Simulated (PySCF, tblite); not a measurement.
# C4H10FNSi: geometry, infrared bands and NMR shifts

Aim: predict the infrared bands and NMR shifts of C4H10FNSi (`C[C@@]1(F)CCN[SiH2]1`).

Computed with tblite 0.8.0 and PySCF 2.14.0, with density-fitted response routines of our own, on a single molecule in the gas phase. Atoms are numbered from 0 throughout.

### Step 1. Starting geometry

17 atoms, charge 0, multiplicity 1; geometry from: force field or distance geometry start.

Bonds of the start (Å): C0–C1 1.54, C1–F2 1.36, C1–C3 1.54, C3–C4 1.53, C4–N5 1.48, N5–Si6 1.74, Si6–C1 1.92, C0–H7 1.09, C0–H8 1.10, C0–H9 1.10, C3–H10 1.11, C3–H11 1.10, C4–H12 1.10, C4–H13 1.11, N5–H14 1.02, Si6–H15 1.49, Si6–H16 1.48.

### Step 2. Optimising the geometry with GFN2-xTB

The job: settings as JSON, then the geometry in Å.

```
{"job": {"kind": "relax", "xc": "GFN2-xTB", "basis": "xTB"}, "charge": 0, "multiplicity": 1}
C      1.590900    -1.377300     0.427700
C      0.516900    -0.534500    -0.275200
F      0.456500    -0.943800    -1.568000
C     -0.884400    -0.695900     0.354200
C     -1.742800     0.489400    -0.094600
N     -0.911000     1.703700     0.014200
Si     0.778000     1.365300    -0.259500
H      2.562000    -1.246200    -0.054700
H      1.334700    -2.441800     0.369400
H      1.689500    -1.106300     1.488700
H     -0.824400    -0.700900     1.457700
H     -1.348300    -1.650100     0.052300
H     -2.652800     0.588300     0.514600
H     -2.040700     0.345500    -1.149600
H     -1.228000     2.413100    -0.647500
H      1.542800     1.857700     0.923000
H      1.154200     1.945800    -1.562600
```

Started as:

```
$ OMP_NUM_THREADS=1 python probes_run.py task.json out
```

The driver reads the jobs from task.json and runs them one after another.

**Question.** This job is followed by: GFN2-xTB harmonic vibrations, gas phase; GIAO PBE0/pcSseg-1 NMR shielding, non-relativistic, gas phase. What will the session give for the following? strongest single infrared mode (GFN2-xTB); zero-point energy (GFN2-xTB); 13C shifts against TMS (PBE0/pcSseg-1); 1H shifts against TMS (PBE0/pcSseg-1, means over atoms taken as alike); 19F shifts against CFCl3 (PBE0/pcSseg-1); 15N shifts against NH3 (PBE0/pcSseg-1); 29Si shifts against TMS (PBE0/pcSseg-1); surface potential, 1st and 99th percentile.

As calculated:

```
                                                              quantity                                               value
                             strongest single infrared mode (GFN2-xTB)                               2256 cm⁻¹, 480 km/mol
                                          zero-point energy (GFN2-xTB)                                       84.3 kcal/mol
                                13C shifts against TMS (PBE0/pcSseg-1)                          99.9, 49.4, 45.3, 26.4 ppm
1H shifts against TMS (PBE0/pcSseg-1, means over atoms taken as alike)  4.93, 4.82, 3.65, 3.38, 2.05, 1.67, 1.61, 0.09 ppm
                              19F shifts against CFCl3 (PBE0/pcSseg-1)                                          -203.5 ppm
                                15N shifts against NH3 (PBE0/pcSseg-1)                                            24.3 ppm
                               29Si shifts against TMS (PBE0/pcSseg-1)                                           -22.8 ppm
                                 surface potential, 1st and 99th percentile                                  -1.21 V and 1.44 V
```

Over 72 steps the energy fell by 0.261 eV; of the close pairs, C1–F2 changed most, 1.357 to 1.409 Å. All 45 modes are real, so the xTB geometry is a minimum. The strongest single mode, at 2256 cm⁻¹, moves mainly H15 and H16. GFN2-xTB is a fitted tight-binding method: band positions and strengths are rough. Its intensities can rank the bands wrongly. At PBE0/pcSseg-1: Shielding is most anisotropic at N5 (span 118 ppm, paramagnetic term -79 ppm).
